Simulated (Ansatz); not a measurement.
# CH3Cl2F2MoN: the cost of one run

Program: Ansatz 0.2.0, Gaussian basis. Level of theory: the settings change from run to run. These are calculated values, not measurements.

**1. The molecule**

The structure was relaxed beforehand with PBE0-D4 in a triple-zeta def2 set. Mo takes a core potential in def2 sets; no spin-orbit term is included.

SMILES `C[N]=[Mo]([F])([F])([Cl])[Cl]`, 10 atoms, charge 0, spin multiplicity 1.

Atoms are counted from 1 here; the program's logs count them from 0.

Bond lengths: C1–N2 1.411 Å, C1–H8 1.094 Å, C1–H9 1.094 Å, C1–H10 1.093 Å, N2–Mo3 1.670 Å, Mo3–F4 1.858 Å, Mo3–F5 1.858 Å, Mo3–Cl6 2.289 Å, Mo3–Cl7 2.289 Å. Angles: N2–C1–H8 109.3°, N2–C1–H9 109.3°, N2–C1–H10 109.8°, H8–C1–H9 109.4°, H8–C1–H10 109.5°, H9–C1–H10 109.5°, C1–N2–Mo3 177.0°, N2–Mo3–F4 105.0°, N2–Mo3–F5 105.0°, N2–Mo3–Cl6 101.6°, N2–Mo3–Cl7 101.6°, F4–Mo3–F5 84.5°, F4–Mo3–Cl6 86.8°, F4–Mo3–Cl7 153.3°, F5–Mo3–Cl6 153.3°, F5–Mo3–Cl7 86.8°, Cl6–Mo3–Cl7 89.8°.

Coordinates:

```xyz
10
CH3Cl2F2MoN
C     0.3739   -1.7259    0.0439
N     0.0346   -0.3604   -0.0616
Mo   -0.3215    1.2708   -0.1150
F    -2.1435    1.3545   -0.4714
F    -0.1304    1.7469   -1.9012
Cl   -0.8603    1.6950    2.0685
Cl    1.7416    2.2026    0.2209
H     1.4618   -1.8328    0.0014
H     0.0066   -2.1177    0.9969
H    -0.0798   -2.2844   -0.7793
```

**2. HF/cc-pVTZ-DK**

This run has high accuracy.

The input, in.yaml:

```yaml
crystal:
  periodic: [false, false, false]
  atoms:
    - {symbol: C, position_ang: [0.373923, -1.725850, 0.043861]}
    - {symbol: N, position_ang: [0.034605, -0.360365, -0.061580]}
    - {symbol: Mo, position_ang: [-0.321505, 1.270824, -0.114962]}
    - {symbol: F, position_ang: [-2.143522, 1.354505, -0.471363]}
    - {symbol: F, position_ang: [-0.130412, 1.746938, -1.901183]}
    - {symbol: Cl, position_ang: [-0.860284, 1.695024, 2.068475]}
    - {symbol: Cl, position_ang: [1.741626, 2.202629, 0.220939]}
    - {symbol: H, position_ang: [1.461808, -1.832845, 0.001389]}
    - {symbol: H, position_ang: [0.006568, -2.117684, 0.996860]}
    - {symbol: H, position_ang: [-0.079808, -2.284377, -0.779336]}
basis:
  gaussian: {orbitals: cc-pVTZ-DK}
hamiltonian: {xc: {name: HF}}
accuracy: high
output: {forces: true}
```

Started as:

```console
$ ansatz run in.yaml --threads 4 --pin off --events-out ev --progress --plain --max-ram 11315MiB
```

**Question.** How long does this run take on 4 threads of Arm Neoverse V2, shared host, and how much memory does it need?

About 58 s, with a peak of 3.4 GiB.
